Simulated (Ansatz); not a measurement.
# C₂H₄AlN: small, medium and large basis sets

The task here is to estimate one member of a computed series from the others.

Program: Ansatz 0.2.0, Gaussian basis. Level of theory: one geometry, several basis sets. These are calculated values, not measurements.

The runs, in order: PBE0-D4/def2-SVP; ωB97M-V/def2-SVP; PBE0-D4/def2-QZVPP; ωB97M-V/def2-QZVPP; the functionals' def2-TZVPP values are taken from earlier runs.

1 further run of the same task is left out (it didn't finish).

## Structure used throughout

All runs share one geometry, relaxed beforehand with PBE0-D4 in a triple-zeta def2 set.

SMILES `[CH]1=N[CH2][AlH]1`, 8 atoms, charge 0, spin multiplicity 1.

Atoms are counted from 1 here; the program's logs count them from 0.

Bond lengths: C1–N2 1.282 Å, C1–Al4 1.954 Å, C1–H5 1.091 Å, N2–C3 1.485 Å, C3–Al4 1.971 Å, C3–H6 1.093 Å, C3–H7 1.093 Å, Al4–H8 1.598 Å. Angles: N2–C1–Al4 91.8°, N2–C1–H5 118.2°, Al4–C1–H5 150.0°, C1–N2–C3 111.4°, N2–C3–Al4 85.4°, N2–C3–H6 110.1°, N2–C3–H7 109.7°, Al4–C3–H6 121.4°, Al4–C3–H7 120.7°, H6–C3–H7 106.7°, C1–Al4–C3 71.3°, C1–Al4–H8 143.1°, C3–Al4–H8 145.4°.

The first run:

Input file in.yaml:

```yaml
crystal:
  periodic: [false, false, false]
  atoms:
    - {symbol: C, position_ang: [-1.088633, 0.542326, -0.547326]}
    - {symbol: N, position_ang: [-0.087335, 1.170711, -0.051620]}
    - {symbol: C, position_ang: [0.959130, 0.232547, 0.427940]}
    - {symbol: Al, position_ang: [-0.283312, -1.190065, -0.136162]}
    - {symbol: H, position_ang: [-1.920589, 1.127463, -0.941498]}
    - {symbol: H, position_ang: [1.172666, 0.416270, 1.484012]}
    - {symbol: H, position_ang: [1.890337, 0.408336, -0.116574]}
    - {symbol: H, position_ang: [-0.550064, -2.764688, -0.174571]}
basis:
  gaussian: {orbitals: def2-SVP}
hamiltonian: {xc: pbe0, dispersion: d4}
output: {orbitals: {seedname: orbitals}}
```

The run is started by

```
$ ansatz run in.yaml --threads 2 --pin off --events-out ev --progress --plain --max-ram 4352MiB
```

Among the steps run: PBE0-D4 in def2-SVP; ωB97M-V in def2-SVP; PBE0-D4 in def2-QZVPP; ωB97M-V in def2-QZVPP.

One table of the session follows, with a row left open; its other results are not shown here.

It belongs to the step «Functionals by basis». 

| functional | basis | HOMO (eV) | LUMO (eV) |
| --- | --- | --- | --- |
| PBE0-D4 | def2-SVP | -6.11 | -1.75 |
| PBE0-D4 | def2-TZVPP | -6.22 | -1.81 |
| PBE0-D4 | def2-QZVPP | -6.24 | -1.84 |
| ωB97M-V | def2-SVP | -8.28 | 0.07 |
| ωB97M-V | def2-TZVPP | -8.41 | -0.07 |
| ωB97M-V | def2-QZVPP | ? | ? |

**Question.** Estimate the row for ωB97M-V, def2-QZVPP.

As computed: HOMO (eV): -8.43; LUMO (eV): -0.22. In the column «HOMO (eV)» it is the lowest.
